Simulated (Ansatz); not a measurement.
# C₃H₈Al radical: up Jacob's ladder to CCSD(T)

An exercise on one series of results from a longer session: the logs are not shown, and one member is left open.

Method: functionals in def2-TZVPP, the program's frozen cores in correlated methods; program: Ansatz 0.2.0, Gaussian basis.

The runs, in order: LDA (SPW92), PBE-D4, revPBE-D4, BLYP-D4, r2SCAN-D4, B97M-V, PBE0-D4, B3LYP-D4, r2SCANh-D4, r2SCAN0-D4, HSE06-D4, BHLYP-D4, CAM-B3LYP-D4, LC-ωPBE, ωB97X-V, ωB97M-V, B2PLYP, PBE-QIDH; CCSD(T)/def2-SVP; CCSD(T)/def2-TZVPP; MP2/def2-QZVPP; extrapolation to the limit; RPA on PBE.

**The relaxed structure**

The geometry comes from an earlier relaxation with PBE0-D4 in a triple-zeta def2 set; it is a stationary point, not always the lowest conformer.

12 atoms, charge 0, spin multiplicity 2.

Atoms are counted from 1 here; the program's logs count them from 0.

Bond lengths: C1–Al2 1.933 Å, C1–H5 1.090 Å, C1–H6 1.090 Å, Al2–C3 1.956 Å, Al2–C4 1.956 Å, C3–H7 1.096 Å, C3–H8 1.095 Å, C3–H9 1.093 Å, C4–H10 1.096 Å, C4–H11 1.095 Å, C4–H12 1.093 Å. Angles: Al2–C1–H5 124.4°, Al2–C1–H6 124.3°, H5–C1–H6 111.3°, C1–Al2–C3 119.7°, C1–Al2–C4 119.7°, C3–Al2–C4 120.6°, Al2–C3–H7 111.0°, Al2–C3–H8 111.1°, Al2–C3–H9 113.1°, H7–C3–H8 106.1°, H7–C3–H9 107.6°, H8–C3–H9 107.7°, Al2–C4–H10 110.9°, Al2–C4–H11 111.2°, Al2–C4–H12 113.1°, H10–C4–H11 106.1°, H10–C4–H12 107.5°, H11–C4–H12 107.7°.

Set-up of the first run:

File in.yaml:

```yaml
crystal:
  periodic: [false, false, false]
  atoms:
    - {symbol: C, position_ang: [-1.188045, 1.710998, -0.212770]}
    - {symbol: Al, position_ang: [-0.086588, 0.135169, -0.014122]}
    - {symbol: C, position_ang: [0.202645, -0.627961, 1.763437]}
    - {symbol: C, position_ang: [0.723888, -0.687067, -1.592984]}
    - {symbol: H, position_ang: [-1.400429, 2.196835, -1.165006]}
    - {symbol: H, position_ang: [-1.677045, 2.227258, 0.613226]}
    - {symbol: H, position_ang: [-0.170636, -1.656860, 1.814031]}
    - {symbol: H, position_ang: [1.270598, -0.680650, 2.001640]}
    - {symbol: H, position_ang: [-0.286801, -0.060127, 2.558616]}
    - {symbol: H, position_ang: [0.355214, -1.709232, -1.734363]}
    - {symbol: H, position_ang: [1.810658, -0.768971, -1.483196]}
    - {symbol: H, position_ang: [0.523640, -0.134792, -2.514507]}
basis:
  gaussian: {orbitals: def2-TZVPP}
magnetization: {spin_polarized: true, initial_magnetization: 1}
hamiltonian: {xc: lda}
output: {orbitals: {seedname: orbitals}}
```

On the command line:

```
ansatz run in.yaml --threads 4 --pin off --events-out ev --progress --plain --max-ram 10444MiB
```

Steps of the session up to this table: LDA; PBE-D4 (GGA); revPBE-D4 (GGA); BLYP-D4 (GGA); r2SCAN-D4 (meta-GGA); B97M-V (meta-GGA); B3LYP-D4 (hybrid); r2SCANh-D4 (hybrid); r2SCAN0-D4 (hybrid); HSE06-D4 (hybrid); BHLYP-D4 (hybrid); CAM-B3LYP-D4 (range-separated); LC-ωPBE (range-separated); ωB97X-V (range-separated); ωB97M-V (range-separated); B2PLYP (double hybrid); PBE-QIDH (double hybrid).

One of the session's tables, all rows but one given; the rest of the session is left out.

It belongs to the step «Orbital energies across the functionals». 

```
  functional  HOMO (eV)  LUMO (eV)  gap (eV)
 LDA (SPW92)      -5.69      -4.25      1.44
      PBE-D4      -5.67      -3.69      1.98
   revPBE-D4      -5.63      -3.54      2.09
     BLYP-D4      -5.43      -3.71      1.72
   r2SCAN-D4          ?          ?         ?
      B97M-V      -5.82      -3.48      2.34
     PBE0-D4      -6.94      -2.49      4.45
    B3LYP-D4      -6.59      -2.94      3.65
  r2SCANh-D4      -6.57      -2.71      3.86
  r2SCAN0-D4      -7.28      -2.14      5.14
    HSE06-D4      -6.54      -2.89      3.65
    BHLYP-D4      -7.99      -1.52      6.47
CAM-B3LYP-D4      -8.23      -1.53      6.69
     LC-ωPBE      -9.81      -0.05      9.76
     ωB97X-V      -9.17      -0.55      8.62
     ωB97M-V      -8.96      -0.78      8.17
```

Q: Estimate the row for r2SCAN-D4 from the others.

Worked estimate for «HOMO (eV)». Against the share of exact exchange, r2SCANh-D4 (0.1, -6.57), r2SCAN0-D4 (0.25, -7.28) give a slope of -4.73 per unit share; at 0 the line stands at -6.10.

As computed: HOMO (eV): -6.10; LUMO (eV): -3.10; gap (eV): 3.00. In «HOMO (eV)» the line misses by 0.00.
